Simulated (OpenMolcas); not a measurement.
# Tc²⁺ among point charges: CASSCF levels and susceptibility

How does a field of 5 point charges split the states of Tc²⁺, and what χT follows?

The numbers are computed with OpenMolcas 26.06 (state-averaged CASSCF, spin-orbit coupling by RASSI with atomic mean-field integrals), except any that are marked as measured or tabulated.

1 further run of the same task is left out (it didn't finish).

## 1. The atom as given

| Item | Value |
| --- | --- |
| Species | Tc²⁺ (technetium, Z = 43, 41 electrons) |
| Basis | ANO-RCC-VDZP [6s5p3d1f], 43 functions |
| Scalar Hamiltonian | DKH2, point nucleus |
| Inactive shells | 1s 2s 2p 3s 3p 3d 4s 4p |
| Active space | 5 electrons in 5 orbitals (4d) |
| Some configurations of this space | 4d5 |
| Orbitals | optimised for each spin and parity, averaged over all roots |

Outer shells as boxes (Hund's rule):

4d5
```
4d [↑ ][↑ ][↑ ][↑ ][↑ ]
```

The ion sits among 5 point charges of -2 e arranged as a square pyramid (C4v), 2.07 Å from the ion, with the axial distance 1.925 Å. The active orbitals were held to one l.

Each step is its own input file, run in one work folder so that later steps find the files of earlier ones. Labels, J, g values, rates, χT and fits are worked out afterwards by a script from the matrices that RASSI stores.

## 2. One- and two-electron integrals

File a.inp:

```
&GATEWAY
Coord
1

Tc 0.0 0.0 0.0
Basis=ANO-RCC-VDZP
Group=NoSym
NoMove
AngMom=0.0 0.0 0.0
AMFI
XField
5 Angstrom 0
2.070000 0.000000 0.000000 -2.000000
0.000000 2.070000 0.000000 -2.000000
-2.070000 0.000000 0.000000 -2.000000
0.000000 -2.070000 0.000000 -2.000000
0.000000 0.000000 1.925100 -2.000000
&SEWARD
```

## 3. Reference wave functions, sextets, 1 root

File a.inp:

```
&RASSCF
FileOrb=start.orb
Symmetry=1
Spin=6
nActEl=5 0 0
Inactive=18
Ras2=5
CIRoot=1 1 1
SDav=1
CIMx=300
Iter=120 100
PrWF=0.3
OrbListing=Nothing
MaxOrb=0
SupSym
1
15 10 11 12 13 14 19 20 21 22 23 32 33 34 35 36
>>> COPY $Project.JobIph JOB001
```

start.orb holds the contracted functions of the basis, ordered by shell, or the orbitals of the step before.

## 4. CASSCF: quartets, 24 roots

File a.inp:

```
&RASSCF
FileOrb=start.orb
Symmetry=1
Spin=4
nActEl=5 0 0
Inactive=18
Ras2=5
CIRoot=24 24 1
SDav=24
CIMx=300
Iter=120 100
PrWF=0.3
OrbListing=Nothing
MaxOrb=0
SupSym
1
15 10 11 12 13 14 19 20 21 22 23 32 33 34 35 36
>>> COPY $Project.JobIph JOB002
```

## 5. CASSCF: doublets, 75 roots

File a.inp:

```
&RASSCF
FileOrb=start.orb
Symmetry=1
Spin=2
nActEl=5 0 0
Inactive=18
Ras2=5
CIRoot=75 75 1
SDav=75
CIMx=300
Iter=120 100
PrWF=0.3
OrbListing=Nothing
MaxOrb=0
SupSym
1
15 10 11 12 13 14 19 20 21 22 23 32 33 34 35 36
>>> COPY $Project.JobIph JOB003
```

## 6. RASSI: spin-orbit coupling between the states

File a.inp:

```
&RASSI
NrOfJobIphs=3 1 24 75
1
1 2 3 4 5 6 7 8 9 10 11 12 13 14 15 16 17 18 19 20 21 22 23 24
1 2 3 4 5 6 7 8 9 10 11 12 13 14 15 16 17 18 19 20 21 22 23 24 25 26 27
28 29 30 31 32 33 34 35 36 37 38 39 40 41 42 43 44 45 46 47 48 49 50 51
52 53 54 55 56 57 58 59 60 61 62 63 64 65 66 67 68 69 70 71 72 73 74 75
IphNames
JOB001
JOB002
JOB003
EJob
SpinOrbit
DIPRint=1.0
SOCoupling=1000.0
Subsets=2
Property=9
'ANGMOM' 1 'ANGMOM' 2 'ANGMOM' 3 'MLTPL  1' 1 'MLTPL  1' 2 'MLTPL  1' 3
'AMFI' 1 'AMFI' 2 'AMFI' 3
SOProperty=3
'ANGMOM' 1 'ANGMOM' 2 'ANGMOM' 3
```

What does the calculation give? Wanted: spin-free ground state; lowest level; next level.

The runs gave:

```
                 quantity                               value
                   method                              CASSCF
   spin-free ground state  sextet, 1-fold in its orbital part
             lowest level        2-fold, g = 2.00, 5.99, 5.99
               next level                            3.0 cm⁻¹
              χT at 300 K                      4.37 cm³ K/mol
effective moment at 300 K                             5.91 μB
```

What this shows: The spin-free ground state (sextet) comes to 100 % from free-ion S terms and keeps the highest spin of the shell. χT at 300 K is 4.37, against 4.39 cm³ K/mol for the spin alone, as a half-filled shell (L = 0) has no orbital moment. An active space of the d shell alone favours high spin; real ions in strong fields can be low spin. The field of point charges can differ much from that of real complexes. With metal d orbitals alone active, the gaps between spin states are rough; where two lie within a few thousand cm-1, their order is open. Point charges carry no covalency, so the field is a model and not that of real ligands.
